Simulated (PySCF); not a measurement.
# C3H3NO2S2: the cost of one run

Programs: PySCF 2.14.0, with routines of our own; each step states its level. All values are computed. Atoms count from 0.

### 1 The system as given

11 atoms, charge 0, multiplicity 1; geometry from: GFN2-xTB.

### 2 Excited states: TDA CAM-B3LYP/def2-SVP

What the job is given:

```
{"job": {"kind": "states", "xc": "CAM-B3LYP", "basis": "def2-SVP", "tda": true, "soc": true, "nstates": 8, "ntriplets": 5, "nquad": 4}, "charge": 0, "multiplicity": 1}
O     -2.041704     1.430554    -0.362652
S     -1.640694     0.118225     0.035232
O     -2.244371    -1.034770    -0.556851
C      0.119783    -0.030193    -0.045712
C      1.037984     1.003212     0.226992
N      2.293830     0.670203     0.116312
S      2.459846    -0.888838    -0.326108
C      0.778161    -1.180176    -0.380657
H     -1.883416     0.032141     1.415600
H      0.772003     2.007954     0.500512
H      0.354002    -2.125641    -0.648632
```

Method: TDA CAM-B3LYP/def2-SVP excited states, vertical, gas phase, spin-orbit mean-field couplings.

Started as:

```sh
$ OMP_NUM_THREADS=1 python excited_run.py task.json out
```

This one command runs all jobs of the session in turn.

Q: Estimate the wall time and peak memory of this first job on 1 thread of Intel Xeon 6975P-C, shared host.

About 14 s, with a peak of 0.61 GiB.
